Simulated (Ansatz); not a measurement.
**InNH2F2 (SMILES [NH2][In]([F])[F]) at SVWN5/def2-SVPD (core potential)**

What is the electronic atomisation energy of InNH2F2 at SVWN5/def2-SVPD (core potential)? 

Program for the calculation: Ansatz 0.2.0.

31 further runs of the same task are left out: 31 set aside as unsound or not needed.

## Step 1: Starting point

InNH2F2 has 6 atoms, charge 0, and is taken as a singlet. As SMILES, `[NH2][In]([F])[F]`. The coordinates come from a PBE0-D4/def2-TZVP relaxation.

Bond lengths: N1–In2 1.998 Å, In2–F3 1.935 Å, In2–F4 1.935 Å, N1–H5 1.011 Å, N1–H6 1.011 Å. Angles: N1–In2–F3 124.1°, N1–In2–F4 124.1°, F3–In2–F4 111.4°, In2–N1–H5 114.2°, In2–N1–H6 114.2°, H5–N1–H6 109.1°.

## Step 2: A single-point energy at SVWN5/def2-SVPD (core potential)

molecule.yaml reads:

```yaml
crystal:
  periodic: [false, false, false]
  atoms:
    - {symbol: N, position_ang: [-0.259900, 1.155100, -0.280600]}
    - {symbol: In, position_ang: [0.271400, -0.745700, 0.029100]}
    - {symbol: F, position_ang: [1.862900, -1.284900, 0.989000]}
    - {symbol: F, position_ang: [-0.617400, -2.265700, -0.773500]}
    - {symbol: H, position_ang: [0.031700, 1.791300, 0.449400]}
    - {symbol: H, position_ang: [-1.246600, 1.285900, -0.459500]}
basis:
  gaussian: {orbitals: def2-SVPD}
hamiltonian: {xc: {name: SVWN5}}
accuracy: high
output: {orbitals: {seedname: orbitals}}
```

The run is started by

```sh
$ ansatz run molecule.yaml --threads 1 --pin off --max-ram 3480MiB --events-out events.jsonl --progress --plain --runs-dir runs
```

What it wrote:

```text
Warning: RAYON_NUM_THREADS=1 ignored (pool sized by the plan → 1); use --threads N
Functional definition: SVWN5
  name "SVWN5"
  exchange = slater_x
  correlation = vwn5_c
2460 factors; integrals over basis functions are off by at most 3.6e-9 eV
mean field evaluation 1: about -12057.4322 eV, gradient 8.6e1 eV
mean field evaluation 2: about -11977.4813 eV, gradient 1.9e2 eV
mean field evaluation 4: about -12071.2433 eV, gradient 1.3e1 eV
mean field evaluation 8: about -12071.6654 eV, gradient 1.5e-1 eV
mean field evaluation 16: about -12071.6654 eV, gradient 8.0e-6 eV
mean field -12071.66543315 eV, -443.6255221997 hartree, gradient 8.4e-8 eV, S^2 0.000000; 0 other end points of the search recorded, 0 dependent functions left out
reference -12071.66543838 eV, -443.6255223917 hartree; 24, 24 occupied and 90, 90 virtual orbitals, 2460 factors
Total energy: -12071.66543838 eV, -443.6255223917 hartree
```

Run time: 6.9 s. Hardware: 1 thread of Arm Neoverse V1, shared host; peak memory 0.33 GiB.

## Step 3: The F atom, same level

job.yaml reads:

```yaml
basis:
  gaussian:
    orbitals: def2-SVPD
crystal:
  periodic: [false, false, false]
  atoms:
    - {symbol: F, position_ang: [0.000000, 0.000000, 0.000000]}
magnetization:
  spin_polarized: true
  initial_magnetization: 1
hamiltonian:
  xc: {name: SVWN5}
accuracy: high
```

Run the same way, it converges to -98.99116 Eh (log not shown).

## Step 4: The H atom, same level

molecule.yaml reads:

```yaml
crystal:
  periodic: [false, false, false]
  atoms:
    - {symbol: H, position_ang: [0.000000, 0.000000, 0.000000]}
basis:
  gaussian:
    orbitals: def2-SVPD
magnetization:
  spin_polarized: true
  initial_magnetization: 1
hamiltonian:
  xc: {name: SVWN5}
accuracy: high
```

Run the same way, it converges to -0.47747 Eh (log not shown).

## Step 5: The In atom, same level

input.yaml reads:

```yaml
crystal:
  periodic: [false, false, false]
  atoms:
    - {symbol: In, position_ang: [0.000000, 0.000000, 0.000000]}
basis:
  gaussian:
    orbitals: def2-SVPD
magnetization:
  spin_polarized: true
  initial_magnetization: 1
hamiltonian:
  xc: {name: SVWN5}
accuracy: high
```

Run the same way, it converges to -189.79029 Eh (log not shown).

## Step 6: The N atom at the same level

in.yaml reads:

```yaml
crystal:
  periodic: [false, false, false]
  atoms:
    - {symbol: "N", position_ang: [0.000000, 0.000000, 0.000000]}
basis:
  gaussian:
    orbitals: def2-SVPD
magnetization:
  spin_polarized: true
  initial_magnetization: 3
hamiltonian:
  xc: {name: SVWN5}
accuracy: high
```

Run the same way, it converges to -54.06763 Eh (log not shown).

## Step 7: Summary of results

At SVWN5/def2-SVPD (core potential):

| quantity | value |
| --- | --- |
| molecule: total energy | -443.62552 Eh |
| molecule: HOMO energy | -7.35 eV |
| molecule: LUMO energy | -3.62 eV |
| molecule: HOMO–LUMO gap | 3.73 eV |
| F atom: total energy | -98.99116 Eh |
| F atom: ⟨S²⟩ | 0.751 |
| H atom: total energy | -0.47747 Eh |
| H atom: ⟨S²⟩ | 0.750 |
| In atom: total energy | -189.79029 Eh |
| In atom: ⟨S²⟩ | 0.751 |
| N atom: total energy | -54.06763 Eh |
| N atom: ⟨S²⟩ | 3.754 |
| electronic atomisation energy | 22.595 eV |

In words: Taking the molecule apart into free atoms costs 22.60 eV (521 kcal/mol), before zero-point energy and without spin-orbit coupling.
